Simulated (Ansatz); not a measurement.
**GaBPH+ (doublet): from Hartree-Fock to the top rungs, cc-pVDZ**

One table from this session's results is given with a row withheld; the runs are named, their logs left out.

The runs use Ansatz 0.2.0, Gaussian basis; cc-pVDZ, core rule «outside noble gas», up to 20 orbitals frozen.

The runs, in order: UHF; CCSD(T) on ROHF; CCSD(T) on UHF; BCCD(T) on ROHF; CISD as a restricted active space (open shells left free, so some higher excitations enter); CCSDT(Q) on ROHF; CCSDT(Q) on UHF; CASSCF and MRCISD+Q, 9 electrons in 9 orbitals; CASSCF and NEVPT2, 9 electrons in 9 orbitals.

18 further runs of the same task are left out: 1 for a known fault of the program, 8 that didn't finish, 9 set aside as unsound or not needed. Runs told in other sessions of the task aren't counted.

**The system**

The geometry is a PBE0/def2-TZVP stationary point (not a proven minimum) of the parent state, kept for this charge and spin. No spin-orbit coupling is included. The filled d shell of Ga may be among the frozen orbitals whatever the setting's name suggests.

4 atoms, charge 1, spin multiplicity 2.

Atoms are counted from 1 here; the program's logs count them from 0.

Bond lengths: Ga1–B2 2.229 Å, B2–P3 1.710 Å, B2–H4 1.418 Å, P3–H4 1.536 Å. Angles: Ga1–B2–P3 179.8°, Ga1–B2–H4 122.3°, P3–B2–H4 57.9°, B2–P3–H4 51.5°, B2–H4–P3 70.6°.

Set-up of the first run:

Input file in.yaml:

```yaml
crystal:
  periodic: [false, false, false]
  atoms:
    - {symbol: Ga, position_ang: [0.000011, -0.274849, 2.291206]}
    - {symbol: B, position_ang: [-0.000037, -0.297198, 0.062683]}
    - {symbol: P, position_ang: [0.000017, -0.321389, -1.646823]}
    - {symbol: H, position_ang: [0.000009, 0.893437, -0.707065]}
basis:
  gaussian: {orbitals: cc-pVDZ}
total_charge: 1
magnetization: {spin_polarized: true, initial_magnetization: 1}
hamiltonian: {xc: hf}
output: {orbitals: {seedname: orbitals}}
```

The run is started by

```
$ ansatz run in.yaml --threads 1 --pin off --events-out ev --progress --plain --max-ram 2393MiB
```

Steps of the session up to this table: UHF; CCSD(T) on ROHF; CCSD(T) on UHF; BCCD(T) on ROHF; CISD as a restricted active space (open shells left free, so some higher excitations enter); CCSDT(Q) on ROHF; CCSDT(Q) on UHF; CASSCF and MRCISD+Q, 9 electrons in 9 orbitals; CASSCF and NEVPT2, 9 electrons in 9 orbitals.

One of the session's tables, all rows but one given; the rest of the session is left out.

It belongs to the step «Misses and costs». 

| method | from RCCSDT(Q) (meV) |
| --- | --- |
| ROHF | +7511.6 |
| UHF | +7196.7 |
| RMP2 | +1303.0 |
| UMP2 | +1653.3 |
| CISD | +1215.6 |
| RCCSD | ? |
| UCCSD | +450.9 |
| RCCSD(T) | +66.0 |
| UCCSD(T) | +88.0 |
| BCCD(T) | +67.3 |
| RCCSDT | +32.7 |
| UCCSDT | +26.5 |
| RCCSDT(Q) | 0 |
| UCCSDT(Q) | -10.2 |
| CASSCF frontier | +4957.3 |
| NEVPT2 frontier | +1155.9 |
| MRCISD frontier | +519.3 |
| MRCISD+Q frontier | +47.0 |

**Question.** Estimate the row for RCCSD.

**Answer.** from RCCSDT(Q) (meV): +461.6. In the column «from RCCSDT(Q) (meV)» it lies between UCCSD (+450.9) and MRCISD frontier (+519.3).

Limits of these values: Restricted and unrestricted rows rest on different reference determinants; a gap between their highest levels can come from leftover correlation error, from unlike frozen cores or from another state.
